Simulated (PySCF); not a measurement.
**Cs at other levels of theory**

What do other methods print for Cs?

Computed with PySCF 2.14.0. Level: each script names its method and basis.

1 further run of the same task is left out (it didn't finish).

### Step 1. The atom

Cs: 1 atom, charge 0, spin multiplicity 2.

### Step 2. The base run

The input, input.py:

```python
from pyscf import gto, scf

mol = gto.M(
    atom='Cs 0 0 0',
    basis='x2c-tzvpall',
    charge=0,
    spin=1,
    symmetry=True,
    verbose=3,
)
mf = scf.UHF(mol)
mf = mf.sfx2c1e()
mf.kernel()
mf.dip_moment()
print('orbital energies (hartree):', [e[max(0, n-3):n+3].round(4) for e, n in zip(mf.mo_energy, mol.nelec)])
```

On the command line:

```sh
$ python input.py
```

### Step 3. Pw6b95 (UKS)

Run 1 changes functional: none (Hartree–Fock) → pw6b95; SCF type: UHF → UKS; step after the SCF: none → analyze.

The input, input.py:

```python
from pyscf import gto, dft

mol = gto.M(
    atom='Cs 0 0 0',
    basis='x2c-tzvpall',
    charge=0,
    spin=1,
    symmetry=True,
    verbose=3,
)
mf = dft.UKS(mol, xc='pw6b95')
mf = mf.sfx2c1e()
mf.kernel()
mf.analyze()
print('orbital energies (hartree):', [e[max(0, n-3):n+3].round(4) for e, n in zip(mf.mo_energy, mol.nelec)])
```

### Step 4. MP2

Run 2 changes step after the SCF: none → mp2; frozen orbitals: none → 18.

input.py, as its differences from that of step 2:

```diff
@@ -1,2 +1,2 @@
-from pyscf import gto, scf
+from pyscf import gto, scf, mp
 
@@ -13,2 +13,3 @@
 mf.kernel()
+mp.MP2(mf, frozen=18).kernel()
 mf.dip_moment()
```

### Step 5. Stability test

Run 3 changes step after the SCF: none → stability.

input.py, as its differences from that of step 2:

```diff
@@ -13,2 +13,3 @@
 mf.kernel()
+mf.stability(internal=True, external=True)
 mf.dip_moment()
```

### Step 6. TDHF

Run 4 changes step after the SCF: none → tddft; number of roots: none → 3.

input.py, as its differences from that of step 2:

```diff
@@ -1,2 +1,2 @@
-from pyscf import gto, scf
+from pyscf import gto, scf, tdscf
 
@@ -13,2 +13,6 @@
 mf.kernel()
+td = tdscf.TDHF(mf)
+td.nstates = 3
+td.kernel()
+td.analyze()
 mf.dip_moment()
```

### Step 7. Hcth407 (UKS)

Run 5 changes functional: none (Hartree–Fock) → hcth407; SCF type: UHF → UKS; step after the SCF: none → analyze.

The input, input.py:

```python
from pyscf import gto, dft

mol = gto.M(
    atom='Cs 0 0 0',
    basis='x2c-tzvpall',
    charge=0,
    spin=1,
    symmetry=True,
    verbose=3,
)
mf = dft.UKS(mol, xc='hcth407')
mf = mf.sfx2c1e()
mf.kernel()
mf.analyze()
print('orbital energies (hartree):', [e[max(0, n-3):n+3].round(4) for e, n in zip(mf.mo_energy, mol.nelec)])
```

### Step 8. Wb97 (UKS)

Run 6 changes functional: none (Hartree–Fock) → wb97; SCF type: UHF → UKS; step after the SCF: none → analyze.

The input, input.py:

```python
from pyscf import gto, dft

mol = gto.M(
    atom='Cs 0 0 0',
    basis='x2c-tzvpall',
    charge=0,
    spin=1,
    symmetry=True,
    verbose=3,
)
mf = dft.UKS(mol, xc='wb97')
mf = mf.sfx2c1e()
mf.kernel()
mf.analyze()
print('orbital energies (hartree):', [e[max(0, n-3):n+3].round(4) for e, n in zip(mf.mo_energy, mol.nelec)])
```

What does the calculation give? Wanted: for each run, E(SCF); from base; gap, α spin; after the SCF.

The runs gave:

```csv
run,E(SCF) (hartree),from base (eV),"gap, α spin (eV)",after the SCF
base,-7783.327426,0,3.91,n/a
pw6b95 (UKS),-7788.826673,not comparable,2.16,n/a
MP2,-7783.327426,0.0000,3.91,"MP2 correlation -7.757 eV, core frozen"
stability test,-7783.327426,0.0000,3.91,stable (point group kept)
TDHF,-7783.327426,0.0000,3.91,lowest root found 1.11 eV
hcth407 (UKS),-7790.469578,not comparable,1.33,n/a
wb97 (UKS),-7787.101301,not comparable,4.02,n/a
```

In words: The α-spin gap between the frontier levels is 1.3 eV with hcth407 (0 % exact exchange) and 2.2 eV with pw6b95 (28 %): exact exchange opens it. A lower total energy from another functional means nothing by itself. The dearest run is “TDHF”, at 31 s against 6.5 s.
